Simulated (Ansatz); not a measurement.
# GeP− (singlet): geometry optimisation

Aim: relax a generated start of GeP− (singlet) and see which bonds hold.

Method: RKS PBE0/def2-TZVPD; program: Ansatz 0.2.0, Gaussian basis.

## 1. The system as given

2 atoms, charge -1, spin multiplicity 1.

Atoms are counted from 1 here; the program's logs count them from 0.

Bond lengths: Ge1–P2 2.111 Å.

Geometry (Å):

```xyz
2

Ge    0.0000    0.0000    0.0000
P     0.0000    0.0000    2.1111
```

The start is set by covalent radii. Sticks and bond lists go by distance. No spin-orbit coupling is included. 

## 2. The run

Contents of in.yaml:

```yaml
crystal:
  periodic: [false, false, false]
  atoms:
    - {symbol: Ge, position_ang: [0.000000, 0.000000, 0.000000]}
    - {symbol: P, position_ang: [0.000000, 0.000000, 2.111100]}
basis:
  gaussian: {orbitals: def2-TZVPD}
total_charge: -1
hamiltonian: {xc: pbe0}
relax: {f_tol: 0.004, max_steps: 80}
```

Launch:

```console
> ansatz run in.yaml --threads 1 --pin off --events-out ev --progress --plain --max-ram 2176MiB
```

Before running it: what results should come out? Wanted: energy gained; shift from the start; total energy.

**Answer**, as computed:

| quantity | value |
| --- | --- |
| steps | 5 |
| energy gained | 0.026 eV |
| shift from the start (rms) | 0.024 Å |
| total energy | -65797.4438 eV |

The bonds of the start are those of the end. Ge1–P2 went from 2.111 to 2.064 Å. No vibrations were run, so this is a stationary point, not a proven minimum, and this spin need not be the ground state's.
